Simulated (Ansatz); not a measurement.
## C2H5FGeSi, SMILES FC#[C][GeH2][SiH3]: a ladder of methods at one geometry, step by step

Computed with Ansatz's Python interface.

Interactive session:
```pycon
>>> from dataclasses import dataclass
>>> from pathlib import Path
>>> import ansatz as az
>>> import numpy as np
>>> @dataclass
... class RunConfig:
...     basis: str = 'def2-SVP'
...
>>> cfg = RunConfig()
>>> geometry_ang = [
...     ('F', [1.3761, -3.8263, 0.5266]),
...     ('C', [0.7539, -2.6497, 0.1105]),
...     ('C', [0.2094, -1.6189, -0.2673]),
...     ('Ge', [-0.493, 0.0037, -0.8287]),
...     ('Si', [-0.0046, 1.6807, 0.6276]),
...     ('H', [-2.1071, -0.1654, -0.8519]),
...     ('H', [-0.0328, 0.3537, -2.2411]),
...     ('H', [-0.594, 2.9609, 0.1994]),
...     ('H', [-0.4818, 1.3604, 2.0342]),
...     ('H', [1.457, 1.8496, 0.6939]),
... ]
>>> geometry = az.Crystal.molecule()
>>> for symbol, xyz in geometry_ang:
...     geometry = geometry.atom(symbol, xyz)
...
>>> calculation = geometry.calculation().basis(gaussian=cfg.basis)
>>> print('functional    E (Ha)        dipole (D)   HOMO (eV)  LUMO (eV)')
functional    E (Ha)        dipole (D)   HOMO (eV)  LUMO (eV)
>>> for name in ['blyp', 'hf', 'pbe0', 'hse06']:
...     r = calculation.functional(name).forces().orbitals().run(runs_dir='runs').report
...     lines = Path(r['orbitals_path']).read_text().splitlines()
...     field_of = lambda key: [line.split('=')[1].strip() for line in lines if line.startswith(key)]
...     orbitals = [(27.211386 * float(e), s, float(n)) for e, s, n in zip(field_of('Ene='), field_of('Spin='), field_of('Occup='))]
...     homo = max(e for e, _, n in orbitals if n > 0.5)
...     lumo = min(e for e, _, n in orbitals if n < 0.5)
...     dipole = 4.803205 * np.linalg.norm(r['charge_distribution']['dipole_moment_e_ang'])
...     print(f'{name:10s} {r["free_energy_ev"] / 27.211386246:14.6f} {dipole:9.3f} {homo:11.3f} {lumo:10.3f}')
...
blyp         -2544.955867     0.868      -6.534     -0.894
hf           -2541.766826     1.383     -10.790      3.193
pbe0         -2544.372826     1.088      -8.006     -0.209
hse06        -2544.358509     1.087      -7.612     -0.588
```

Total energies depend on the basis set; only differences at equal settings carry meaning. The geometry is a force-field or estimated start, not a minimum of this method, and the basis set is short of its limit. A lower total doesn't mark the better method: functionals have no common bound, and MP2 and coupled cluster aren't variational. Levels such as HOMO and LUMO are orbital energies: with these approximate functionals they aren't the ionisation energy and electron affinity, and their gap isn't the fundamental gap. hse06 follows the composition of plane-wave codes, whose totals differ by tens of mHa, up to about 0.1 Ha, from the form usual in Gaussian-basis programs (wpbeh). Hardware and time: 21 s on 1 thread of Arm Neoverse V1, with other jobs on the host, peak memory 0.35 GiB.
